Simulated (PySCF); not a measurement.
# MoF₃⁺: relaxation and vibrations of the triplet

The task is one start of a wider search on MoF₃⁺: the triplet, from a PBE0 minimum start. It is relaxed, tested by its Hessian and followed downhill if it is a saddle.

The runs use PySCF 2.14.0; PBE0, basis Mo def2-TZVP with ECP28, F def2-TZVP, scalar-relativistic core potentials, no spin–orbit coupling, density fitting.

## 1. The starting structure

4 atoms, charge 1, spin multiplicity 3.

Bond lengths: Mo1–F2 1.758 Å, Mo1–F3 1.780 Å, Mo1–F4 1.780 Å. Angles: F2–Mo1–F3 127.1°, F2–Mo1–F4 127.1°, F3–Mo1–F4 105.8°.

```xyz
4
charge 1 multiplicity 3
Mo   -0.0476    0.0000    0.0000
F    -1.8061    0.0000    0.0000
F     1.0257   -1.4197    0.0000
F     1.0257    1.4197    0.0000
```

## 2. First SCF at the start

The steps below are one call of a driver around PySCF. For each, scf.py gives the equivalent set-up of the SCF; relaxations use the driver's own optimiser. After this first run the driver tries any further starts and a stability analysis.

The input, scf.py:

```python
from pyscf import gto, scf, dft
mol = gto.M(atom='''
Mo    -0.047620     0.000000     0.000000
F     -1.806060    -0.000000     0.000000
F      1.025730    -1.419650     0.000000
F      1.025730     1.419650     0.000000''',
    basis={'Mo': 'def2-TZVP', 'F': 'def2-TZVP'},
    ecp={'Mo': 'def2-TZVP'},
    charge=1, spin=2)
mf = dft.UKS(mol, xc='PBE0')
mf.grids.atom_grid = (50, 194)
aux = {'Mo': 'def2-universal-JKFIT', 'F': 'def2-universal-JKFIT'}
mf = mf.density_fit(auxbasis=aux)
mf.conv_tol = 1e-08
mf.diis_space = 10
mf.max_cycle = 60
mf.init_guess = 'minao'
mf.verbose = 4
mf.kernel()
```

The run is started by

```console
$ OMP_NUM_THREADS=4 python axn.py task.json out
```

Output:

```text
init E= -361.202478771422
[... the frontier-level lines of each cycle are left out ...]
cycle= 1 E= -367.137931248187  delta_E= -5.94  |g|= 0.752  |ddm|= 2.66
cycle= 2 E= -365.033606144189  delta_E=  2.1  |g|= 2.68  |ddm|= 1.35
cycle= 3 E= -367.323969628768  delta_E= -2.29  |g|= 0.201  |ddm|= 1.03
cycle= 4 E= -367.325032211104  delta_E= -0.00106  |g|= 0.188  |ddm|= 0.169
cycle= 5 E= -367.336254451315  delta_E= -0.0112  |g|= 0.0343  |ddm|= 0.0842
cycle= 6 E= -367.336771924314  delta_E= -0.000517  |g|= 0.00506  |ddm|= 0.0272
cycle= 7 E= -367.336802289652  delta_E= -3.04e-05  |g|= 0.00197  |ddm|= 0.00958
cycle= 8 E= -367.336809625897  delta_E= -7.34e-06  |g|= 0.000529  |ddm|= 0.00611
cycle= 9 E= -367.33681033868  delta_E= -7.13e-07  |g|= 0.000266  |ddm|= 0.00248
cycle= 10 E= -367.336810365028  delta_E= -2.63e-08  |g|= 7.68e-05  |ddm|= 0.000197
cycle= 11 E= -367.336810367655  delta_E= -2.63e-09  |g|= 1.2e-05  |ddm|= 6.76e-05
Extra cycle  E= -367.336810367551  delta_E= 1.04e-10  |g|= 2.6e-05  |ddm|= 2.29e-05
converged SCF energy = -367.336810367551  <S^2> = 2.0067687  2S+1 = 3.0045091
```

This step, with its further starts and checks, ran for 17 s (4 threads of Arm Neoverse V2, shared host).

The starts that the driver tried:

| start | energy (Eh) |
| --- | --- |
| the minimal-basis guess | -367.336810 |
| a thermally smeared density | -367.336810 |
| a smeared PBE density | -367.336810 |

No lower solution of this spin turned up from the other starts or in the test of internal stability.

## 3. PBE0 minimum start, triplet: relaxation

The program finds C2v symmetry in the start, which this walk keeps. Threshold on the gradient: 0.0003 Eh/bohr, with a further test on the energy change.

Changes to scf.py since step 2:

```diff
@@ -4 +4 @@
-F     -1.806060    -0.000000     0.000000
+F     -1.806060     0.000000     0.000000
@@ -17 +16,0 @@
-mf.init_guess = 'minao'
```

Steps of the walk:

| step | energy (Eh) | change (kJ/mol) | largest symmetric gradient (Eh/bohr) |
| --- | --- | --- | --- |
| 0 | -367.336810 | 0.00 | 0.00070 |
| 1 | -367.336818 | -0.02 | 0.00039 |
| 2 | -367.336830 | -0.05 | 0.00004 |

The walk took 7.2 s.

Positions (Å) and forces (eV/Å) along the way:

```
step 0
Mo  -0.048   0.000   0.000  -0.036   0.000   0.000
F   -1.806   0.000   0.000   0.002   0.000   0.000
F    1.026  -1.420   0.000   0.017   0.015   0.000
F    1.026   1.420   0.000   0.017  -0.015   0.000
step 1
Mo  -0.049   0.000   0.000  -0.020   0.000   0.000
F   -1.807   0.000   0.000  -0.003   0.000   0.000
F    1.027  -1.418   0.000   0.011   0.011   0.000
F    1.027   1.418   0.000   0.011  -0.011   0.000
step 2
Mo  -0.052   0.000   0.000   0.002   0.000   0.000
F   -1.810   0.000   0.000   0.000   0.000   0.000
F    1.030  -1.413   0.000  -0.001   0.002   0.000
F    1.030   1.413   0.000  -0.001  -0.002   0.000
```

End point (C2v, 2 steps, 0.1 kJ/mol gained): Mo–F 1.759 Å, Mo–F 1.780 Å (×2); F–Mo–F 105.2°, F–Mo–F 127.4° (×2).

## 4. Hessian and properties

On the finer grid the gradient is checked again; gradients at displacements of ±0.02 bohr then give force constants and infrared intensities.

Changes to scf.py since step 3:

```diff
@@ -3,4 +3,4 @@
-Mo    -0.047620     0.000000     0.000000
-F     -1.806060     0.000000     0.000000
-F      1.025730    -1.419650     0.000000
-F      1.025730     1.419650     0.000000''',
+Mo    -0.045604     0.000000     0.000000
+F     -1.804051     0.000000     0.000000
+F      1.027732    -1.419640     0.000000
+F      1.027732     1.419640     0.000000''',
@@ -11 +11 @@
-mf.grids.atom_grid = (50, 194)
+mf.grids.atom_grid = (75, 302)
@@ -14 +14 @@
-mf.conv_tol = 1e-08
+mf.conv_tol = 1e-10
```

The driver hands on the density of the step before, so the log starts near convergence.

SCF at the final geometry:

```text
init E= -367.336979867352
[... the frontier-level lines of each cycle are left out ...]
cycle= 1 E= -367.336979867247  delta_E= 1.05e-10  |g|= 1.94e-05  |ddm|= 1.22e-05
cycle= 2 E= -367.336979866625  delta_E= 6.22e-10  |g|= 4.75e-05  |ddm|= 2.91e-05
cycle= 3 E= -367.336979867373  delta_E= -7.48e-10  |g|= 6.38e-07  |ddm|= 2.05e-05
cycle= 4 E= -367.336979867373  delta_E= 6.82e-13  |g|= 1.33e-07  |ddm|= 3.06e-07
Extra cycle  E= -367.336979867374  delta_E= -7.96e-13  |g|= 2.59e-07  |ddm|= 3.5e-07
converged SCF energy = -367.336979867374  <S^2> = 2.006767  2S+1 = 3.0045079
```

The whole step took 76 s.

Geometry: C2v; Mo–F 1.758 Å, Mo–F 1.780 Å (×2); F–Mo–F 105.8°, F–Mo–F 127.1° (×2).

Modes, for the most abundant isotopes:

| symmetry | ω (cm⁻¹) | IR (km/mol) | μ (u) |
| --- | --- | --- | --- |
| b2 | 71 | 34.5 | 22.52 |
| b1 | 72 | 26.9 | 26.94 |
| a1 | 197 | 6.2 | 20.77 |
| b2 | 734 | 210 | 22.07 |
| a1 | 789 | 0.2 | 19.02 |
| a1 | 846 | 221 | 24.05 |

μ is the mass of the mode for normalised Cartesian displacements, not the reduced mass of the usual diatomic formula.

No imaginary mode, so this is a minimum.

Constants and moments:

```yaml
Dipole_moment_about_the_centre_of_mass: 1.02 D
Highest_occupied_level: -15.26 eV
Lowest_empty_level: -11.81 eV
Rotational_constants: 0.2201, 0.165, 0.09431 cm⁻¹
Zero-point_energy: 16.2 kJ/mol
Principal_polarisabilities: 21.7, 31.0, 33.5 bohr³
Principal_traceless_quadrupole_moments_about_the_centre_of_mass: -1.86, -1.31, 3.17 D Å
Entropy_at_298.15_K_and_1_bar_electronic_part_spin_only: 328.6 J/(mol K)
Heat_capacity_Cp_at_298.15_K: 65.9 J/(mol K)
Enthalpy_at_298.15_K_above_0_K: 16.20 kJ/mol
Rotational_symmetry_number: 2
Spin_squared_⟨S²⟩: 2.007
```

Charges (e) and bond orders:

| atom | Mulliken | Löwdin | polar tensor | spin (Mulliken) | Mayer order to Mo1 |
| --- | --- | --- | --- | --- | --- |
| Mo1 | 1.88 | 1.29 | 2.77 | 1.95 | – |
| F2 | -0.28 | -0.08 | -0.58 | -0.04 | 1.13 |
| F3,4 | -0.30 | -0.11 | -0.59 | 0.05 | 1.09 |

Mulliken populations on Mo1 (outside its core potential): s 2.26, p 6.16, d 3.62, f 0.08.

## 5. What came out

```
                                          quantity                                                               value
                                           minimum                                                        triplet, C2v
                                          geometry  Mo–F 1.758 Å, Mo–F 1.780 Å (×2); F–Mo–F 105.8°, F–Mo–F 127.1° (×2)
                                wavenumbers (cm⁻¹)            71 (b2), 72 (b1), 197 (a1), 734 (b2), 789 (a1), 846 (a1)
                    dipole moment (centre of mass)                                                              1.02 D
highest occupied, lowest empty level (either spin)                                                   -15.26, -11.81 eV
                        polar-tensor charge of Mo1                                                             +2.77 e
                                 zero-point energy                                                         16.2 kJ/mol
                               entropy at 298.15 K                                                     328.6 J/(mol K)
                                              ⟨S²⟩                                                               2.007
```

The PBE0 minimum start keeps its C2v symmetry and ends in a minimum. In the infrared the band at 846 cm⁻¹ (a1, stretch) leads. Most of the spin sits on Mo1 (Mulliken spin 1.95, against 2 for the whole molecule). Only this shape and spin were tried, so other structures or states may lie lower. One determinant may miss the lowest occupation of an open d or f shell.

The search up to here took 1.7 min.
